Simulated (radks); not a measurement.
# The Coulomb parameter U of the 4f shell of Tb³⁺

Aim: U as the second difference [E(n + 0.5) + E(n − 0.5) − 2E(n)]/0.5², with all orbitals relaxed. Bare: the atom's charge changes with n. Screened: the 6p shell takes up the change. The start is a model configuration, not necessarily the ground state.

Program: radks (a radial shooting solver on a logarithmic mesh, Libxc functionals) version 1. Level of theory: scalar-relativistic Kohn-Sham, r2SCAN, spin-unpolarised, spherical densities, finite nucleus. These are calculated values, not measurements, unless marked.

**1. The system**

| Item | Value |
| --- | --- |
| element | terbium (Z = 65) |
| charge | +3 |
| electrons | 62 |
| configuration | [Xe] 4f6.5 6p1.5 |
| nuclear rms radius | 5.06 fm |

**2. Start: [Xe] 4f6.5 6p1.5**

The run's settings:

```text
Z 65
configuration [Xe] 4f6.5 6p1.5
relativity scalar-relativistic
functional r2scan,r2scan
spin unpolarised
nucleus finite rms 5.06 fm
c 137.035999084
```

**3. Bare +0.5: [Xe] 4f7 6p1.5**

Settings, as their differences from step 2:

```diff
@@ -1,3 +1,3 @@
 Z 65
-configuration [Xe] 4f6.5 6p1.5
+configuration [Xe] 4f7 6p1.5
 relativity scalar-relativistic
```

**4. Bare -0.5: [Xe] 4f6 6p1.5**

Settings, as their differences from step 3:

```diff
@@ -1,3 +1,3 @@
 Z 65
-configuration [Xe] 4f7 6p1.5
+configuration [Xe] 4f6 6p1.5
 relativity scalar-relativistic
```

**5. Screened +0.5: [Xe] 4f7 6p1**

Settings, as their differences from step 4:

```diff
@@ -1,3 +1,3 @@
 Z 65
-configuration [Xe] 4f6 6p1.5
+configuration [Xe] 4f7 6p1
 relativity scalar-relativistic
```

**6. Screened -0.5: [Xe] 4f6 6p2**

Settings, as their differences from step 5:

```diff
@@ -1,3 +1,3 @@
 Z 65
-configuration [Xe] 4f7 6p1
+configuration [Xe] 4f6 6p2
 relativity scalar-relativistic
```

**Question.** What will these runs give?

The runs gave:

| quantity | value (eV) |
| --- | --- |
| U, bare | 20.959 |
| U, screened by 6p | 10.387 |
| F0(4f,4f), frozen orbitals | 32.847 |

In words: Relaxing the orbitals brings U down to 64 % of the Slater integral F0. Letting 6p compensate leaves 50 % of the bare value; this second difference measures U(4f,4f) + U(6p,6p) − 2U(4f,6p). A solid screens further than the bare atom, so the bare value is an upper guide for the U of a crystal.
